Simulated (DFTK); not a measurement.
## HPbNO4 in DFTK: the effect of functional

Crystal: HPbNO4.

```
H Pb N O
1.0
     6.85876    0.00000   -0.01491
     0.00000    4.22865    0.00000
    -3.37519    0.00000    7.28194
H Pb N O
2 2 2 8
Direct
  0.22549 0.75000 0.50730
  0.77451 0.25000 0.49270
  0.30229 0.25000 0.28494
  0.69771 0.75000 0.71506
  0.21484 0.75000 0.83567
  0.78516 0.25000 0.16433
  0.33078 0.75000 0.45338
  0.40909 0.75000 0.86901
  0.15508 0.75000 0.96537
  0.07083 0.75000 0.66955
  0.66922 0.25000 0.54661
  0.59091 0.25000 0.13099
  0.84492 0.25000 0.03463
  0.92917 0.25000 0.33045
```

The cell was built by a generator and needn't be a form met in nature.

Alike in all runs:

* Program: DFTK 0.8.2
* Task: single point
* Potentials or basis: SG15 1.2 (PBE)
* Cutoff: 1225 eV
* k mesh: 2 × 3 × 2
* Occupations: fermi-dirac, width 0.05 eV
* Spin: no spin polarisation

| functional | gap on the mesh (eV) | pressure (GPa) | largest force (eV/Å) |
| --- | --- | --- | --- |
| LDA | 2.97 | -3.6 | 0.67 |
| PBE | 3.05 | 0.1 | 0.12 |
| PBEsol | ? | ? | ? |
| RPBE | 3.10 | 2.1 | 0.34 |
| BLYP | 3.05 | 2.5 | 0.66 |

What does the run with functional PBEsol give?

gap on the mesh 3.03 eV; pressure -1.9 GPa; largest force 0.31 eV/Å.

Caveats: all runs use coarse meshes; spin-orbit coupling is left out, which as a rule narrows the gap of such compounds by several tenths of an eV; an odd mesh through Γ misses points on the zone boundary, where band edges often lie; the potentials were made for another functional, which shifts forces and pressure (some runs).
